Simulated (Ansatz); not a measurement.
# InH₄− (singlet): from Hartree-Fock to the top rungs at a displaced geometry (v2), def2-SVPD

One table from this session's results is given with a row withheld; the runs are named, their logs left out.

Computed with Ansatz 0.2.0, Gaussian basis. Level: def2-SVPD, core rule «outside noble gas», up to 9 orbitals frozen.

To be run: UHF; CCSD(T) on RHF; BCCD(T) on RHF; CISD; CCSDT(Q) on RHF; CASSCF and MRCISD+Q, 8 electrons in 8 orbitals; CASSCF and NEVPT2, 8 electrons in 8 orbitals.

17 further runs of the same task are left out: 2 for a known fault of the program, 6 that didn't finish, 9 set aside as unsound or not needed.

## What is computed

The geometry is a PBE0/def2-TZVPD stationary point (not a proven minimum) with its atoms shifted at random (size 0.100 Å). No spin-orbit coupling is included. Elements past krypton take def2 core potentials.

5 atoms, charge -1, spin multiplicity 1.

Atoms are counted from 1 here; the program's logs count them from 0.

Bond lengths: In1–H2 1.708 Å, In1–H3 1.853 Å, In1–H4 1.731 Å, In1–H5 1.834 Å. Angles: H2–In1–H3 108.2°, H2–In1–H4 109.0°, H2–In1–H5 119.3°, H3–In1–H4 106.1°, H3–In1–H5 107.0°, H4–In1–H5 106.6°.

Set-up of the first run:

Input file in.yaml:

```yaml
crystal:
  periodic: [false, false, false]
  atoms:
    - {symbol: In, position_ang: [0.003108, 0.001641, 0.000378]}
    - {symbol: H, position_ang: [0.869034, 1.040814, 1.042772]}
    - {symbol: H, position_ang: [-1.115946, -1.053209, 1.034592]}
    - {symbol: H, position_ang: [-1.032837, 0.953121, -1.008794]}
    - {symbol: H, position_ang: [0.925704, -1.127612, -1.111677]}
basis:
  gaussian: {orbitals: def2-SVPD}
total_charge: -1
magnetization: {spin_polarized: true, initial_magnetization: 0}
hamiltonian: {xc: hf}
output: {orbitals: {seedname: orbitals}}
```

Run with:

```bash
$ ansatz run in.yaml --threads 1 --pin off --events-out ev --progress --plain --max-ram 2393MiB
```

Steps of the session up to this table: UHF; CCSD(T) on RHF; BCCD(T) on RHF; CISD; CCSDT(Q) on RHF; CASSCF and MRCISD+Q, 8 electrons in 8 orbitals; CASSCF and NEVPT2, 8 electrons in 8 orbitals.

One of the session's tables, all rows but one given; the rest of the session is left out.

```
          method  from RCCSDT(Q) (kcal/mol)
             RHF                     +86.62
            RMP2                     +21.19
           RCCSD                      +1.81
        RCCSD(T)                      +0.43
         BCCD(T)                      +0.42
          RCCSDT                          ?
       RCCSDT(Q)                          0
  CASSCF valence                     +50.39
  NEVPT2 valence                     +17.47
  MRCISD valence                      +1.69
MRCISD+Q valence                      -0.79
```

Q: Estimate the row for RCCSDT from the others.

**Answer.** from RCCSDT(Q) (kcal/mol): +0.03. In the column «from RCCSDT(Q) (kcal/mol)» it lies between RCCSDT(Q) (0) and BCCD(T) (+0.42).

Not comparable, so not listed: CISD (they don't share determinant, frozen orbitals or solution with the rows shown, or repeat one).
